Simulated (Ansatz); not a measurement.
# AlPt: properties at the relaxed cell

The task here is to estimate one member of a computed series from the others.

Computed with Ansatz 0.2.0 (DFT PBEsol, scalar-relativistic, plane waves, PAW, unless a step's input says otherwise).

1 further run of the same task is left out (set aside as unsound or not needed).

**The starting structure**

Symmetry: P2_13, No. 198, cubic system. Conventional cell: a = 4.869 Å, b = 4.869 Å, c = 4.869 Å, α = 90.00°, β = 90.00°, γ = 90.00°. Around Al (site symmetry 3) lie 7 Pt at 2.60 to 2.61 Å. Pt (site symmetry 3) is surrounded by 7 Al at 2.60 to 2.61 Å.

Coordinates:

```cif
data_structure
_symmetry_space_group_name_H-M 'P2_13'
_symmetry_Int_Tables_number 198
_cell_length_a 4.8685
_cell_length_b 4.8685
_cell_length_c 4.8685
_cell_angle_alpha 90.000
_cell_angle_beta 90.000
_cell_angle_gamma 90.000
_cell_volume 115.39
loop_
_atom_site_label
_atom_site_type_symbol
_atom_site_symmetry_multiplicity
_atom_site_Wyckoff_symbol
_atom_site_fract_x
_atom_site_fract_y
_atom_site_fract_z
_atom_site_occupancy
Al1 Al 4 a 0.84417 0.84417 0.84417 1
Pt1 Pt 4 a 0.15398 0.15398 0.15398 1
```

It goes back to an entry of the Materials Project, which need not be the stable form.

It is the result of an earlier relaxation at this level (volume 14.42 Å³/atom; gap on the mesh: none (metal)).

Set-up of the first run:

input.yaml reads:

```yaml
crystal:
  lattice:
    - [4.8685044004, 0.0, 0.0]
    - [0.0, 4.8685044004, 0.0]
    - [0.0, 0.0, 4.8685044004]
  atoms:
    - { symbol: Al, position: [0.8441717364, 0.8441717364, 0.8441717364] }
    - { symbol: Al, position: [0.6558282636, 0.1558282636, 0.3441717364] }
    - { symbol: Al, position: [0.3441717364, 0.6558282636, 0.1558282636] }
    - { symbol: Al, position: [0.1558282636, 0.3441717364, 0.6558282636] }
    - { symbol: Pt, position: [0.1539828104, 0.1539828104, 0.1539828104] }
    - { symbol: Pt, position: [0.3460171896, 0.8460171896, 0.6539828104] }
    - { symbol: Pt, position: [0.6539828104, 0.3460171896, 0.8460171896] }
    - { symbol: Pt, position: [0.8460171896, 0.6539828104, 0.3460171896] }
basis:
  ecutwfc: 420
kpoints:
  mp_grid: { grid: [8, 8, 8] }
  band_path:
    path:
      - [[0.0, 0.0, 0.0], [0.0, 0.5, 0.0], [0.5, 0.5, 0.0], [0.0, 0.0, 0.0], [0.5, 0.5, 0.5], [0.0, 0.5, 0.0]]
      - [[0.5, 0.5, 0.5], [0.5, 0.5, 0.0], [0.5, 0.0, 0.0]]
    npoints: 14
hamiltonian:
  xc: pbesol
scf:
  occupations: { method: gaussian, width: 0.1 }
  n_extra_bands: 20
output:
  forces: true
  stress: true
  eigenvalues: true
  populations: true
  dos: { projected: true, de: 0.02, nscf_kmesh: { grid: [12, 12, 12] } }
  bader: true
```

Started as:

```bash
ansatz run input.yaml --threads 2 --pin off --max-ram 5120MiB --backend cpu --events-out ev --progress --plain --runs-dir out
```

Steps of the session up to this table: Bands, states and charges; The cell scaled to 0.97 of its volume; Volume × 1.03; The cell scaled to 0.94 of its volume; The cell scaled to 1.06 of its volume.

One table of the session follows, with a row left open; its other results are not shown here.

It belongs to the step «Energy against volume». 

| volume (Å³/atom) | energy above the lowest point (meV/atom) | pressure (GPa) |
| --- | --- | --- |
| 13.559 | 36.6 | 14.43 |
| 13.992 | 8.6 | 6.60 |
| 14.424 | 0.0 | 0.00 |
| 14.857 | ? | ? |
| 15.290 | 29.3 | -10.24 |

**Question.** Estimate the row for volume (Å³/atom) = 14.857.

Worked estimate for «energy above the lowest point (meV/atom)». A straight line through the neighbours (14.424, 0.0) and (15.290, 29.3) gives 0.0 + (29.3 − 0.0) × (14.857 − 14.424) / (15.290 − 14.424) = 14.7; a parabola fitted to 3 rows on both sides gives 6.9.

**Answer.** energy above the lowest point (meV/atom): 7.8; pressure (GPa): -5.56. In «energy above the lowest point (meV/atom)» the line misses by +6.9 and the parabola by -0.9.

Limits of these values: Warnings in the runs' records: stress scf threshold loose.
